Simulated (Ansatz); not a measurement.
**CH5ClOSSi: a ladder of functionals and wavefunction methods**

How much do the methods differ for CH5ClOSSi? The plan is to run it at one geometry with functionals of several rungs and with coupled cluster. The yardstick is the atomisation energy at the CCSD(T) limit.

The runs use Ansatz 0.2.0, Gaussian basis; functionals in def2-TZVPP, the program's frozen cores in correlated methods.

Plan: LDA (SPW92), PBE-D4, revPBE-D4, BLYP-D4, r2SCAN-D4, B97M-V, PBE0-D4, B3LYP-D4, r2SCANh-D4, r2SCAN0-D4, HSE06-D4, BHLYP-D4, CAM-B3LYP-D4, LC-ωPBE, ωB97X-V, ωB97M-V, B2PLYP, PBE-QIDH; CCSD(T)/def2-SVP; CCSD(T)/def2-TZVPP; MP2/def2-QZVPP; extrapolation to the limit; RPA on PBE.

## (1) The geometry

All runs share one geometry, relaxed beforehand with PBE0-D4 in a triple-zeta def2 set.

SMILES `OC(Cl)[SiH2]S`, 10 atoms, charge 0, spin multiplicity 1.

Atoms are counted from 1 here; the program's logs count them from 0.

Bond lengths: O1–C2 1.371 Å, O1–H6 0.969 Å, C2–Cl3 1.839 Å, C2–Si4 1.903 Å, C2–H7 1.090 Å, Si4–S5 2.136 Å, Si4–H8 1.480 Å, Si4–H9 1.484 Å, S5–H10 1.346 Å. Angles: C2–O1–H6 108.4°, O1–C2–Cl3 111.8°, O1–C2–Si4 113.4°, O1–C2–H7 108.0°, Cl3–C2–Si4 105.1°, Cl3–C2–H7 103.9°, Si4–C2–H7 114.3°, C2–Si4–S5 105.2°, C2–Si4–H8 111.0°, C2–Si4–H9 110.3°, S5–Si4–H8 113.5°, S5–Si4–H9 105.0°, H8–Si4–H9 111.5°, Si4–S5–H10 93.3°.

## (2) LDA

This LDA is Slater exchange with PW92 correlation.

Input file in.yaml:

```yaml
crystal:
  periodic: [false, false, false]
  atoms:
    - {symbol: O, position_ang: [0.505737, 0.714493, 1.626270]}
    - {symbol: C, position_ang: [0.634727, -0.380332, 0.811128]}
    - {symbol: Cl, position_ang: [2.158972, -0.293971, -0.213299]}
    - {symbol: Si, position_ang: [-0.789516, -0.565941, -0.436531]}
    - {symbol: S, position_ang: [-1.031669, 1.370421, -1.304315]}
    - {symbol: H, position_ang: [0.177135, 1.454358, 1.094287]}
    - {symbol: H, position_ang: [0.792652, -1.253543, 1.443730]}
    - {symbol: H, position_ang: [-0.491433, -1.624725, -1.426924]}
    - {symbol: H, position_ang: [-2.065007, -0.829443, 0.274948]}
    - {symbol: H, position_ang: [0.191603, 1.357585, -1.866291]}
basis:
  gaussian: {orbitals: def2-TZVPP}
hamiltonian: {xc: lda}
output: {orbitals: {seedname: orbitals}}
```

Started as:

```bash
ansatz run in.yaml --threads 4 --pin off --events-out ev --progress --plain --max-ram 10444MiB
```

The runs that follow: PBE-D4 (GGA); revPBE-D4 (GGA); BLYP-D4 (GGA); r2SCAN-D4 (meta-GGA); B97M-V (meta-GGA); B3LYP-D4 (hybrid); r2SCANh-D4 (hybrid); r2SCAN0-D4 (hybrid); HSE06-D4 (hybrid); BHLYP-D4 (hybrid); CAM-B3LYP-D4 (range-separated); LC-ωPBE (range-separated); ωB97X-V (range-separated); ωB97M-V (range-separated); B2PLYP (double hybrid); PBE-QIDH (double hybrid); CCSD(T) in def2-SVP; CCSD(T) in def2-TZVPP; MP2 in def2-QZVPP; RPA on PBE orbitals.

**Question.** What will the summary of the whole plan be? Wanted: atomisation energy, CCSD(T)/CBS; farthest beyond LDA; mean size of error, GGA; mean size of error, meta-GGA; mean size of error, hybrid; mean size of error, range-separated; mean size of error, double hybrid; gap, smallest and largest; T1 diagnostic.

The runs gave:

| quantity | value |
| --- | --- |
| atomisation energy, CCSD(T)/CBS | 3300.5 kJ/mol |
| functionals within 16.5 kJ/mol (0.5 %) | r2SCAN-D4, B97M-V, PBE0-D4, r2SCANh-D4, HSE06-D4, CAM-B3LYP-D4, ωB97X-V, ωB97M-V |
| farthest beyond LDA | BHLYP-D4 (-130.1 kJ/mol) |
| mean size of error, GGA | 35.7 kJ/mol |
| mean size of error, meta-GGA | 11.5 kJ/mol |
| mean size of error, hybrid | 38.3 kJ/mol |
| mean size of error, range-separated | 22.6 kJ/mol |
| mean size of error, double hybrid | 51.6 kJ/mol |
| gap, smallest and largest | 5.35 eV (LDA (SPW92)), 12.55 eV (LC-ωPBE) |
| T1 diagnostic | 0.0119 |
| triples share of the correlation energy | 4.1 % |

The LDA atomisation energy is off by 526.3 kJ/mol (16 %): it overbinds. PBE-D4 is off by +62.5 kJ/mol. Double hybrids carry the basis error of their MP2 part in triple zeta, and no dispersion term here, so their miss is partly the set-up's. Taken by rung, meta-GGA functionals do best (11.5 kJ/mol on average) and double hybrid ones worst beyond LDA (51.6 kJ/mol). hybrid functionals lie within the reference's doubt of that worst mean (38.3 kJ/mol), so those two tie. Misses under about 16.5 kJ/mol are within the doubt on the reference itself, which lacks core-valence correlation, relativity and higher excitations. Hartree-Fock recovers 70 % of the binding; the rest is correlation. CCSD(T) in def2-SVP is off by -254.7 kJ/mol, worse than the median functional, from the basis alone. The gap grows from 5.3 to 12.5 eV across the functionals, mostly with the share of exact exchange.
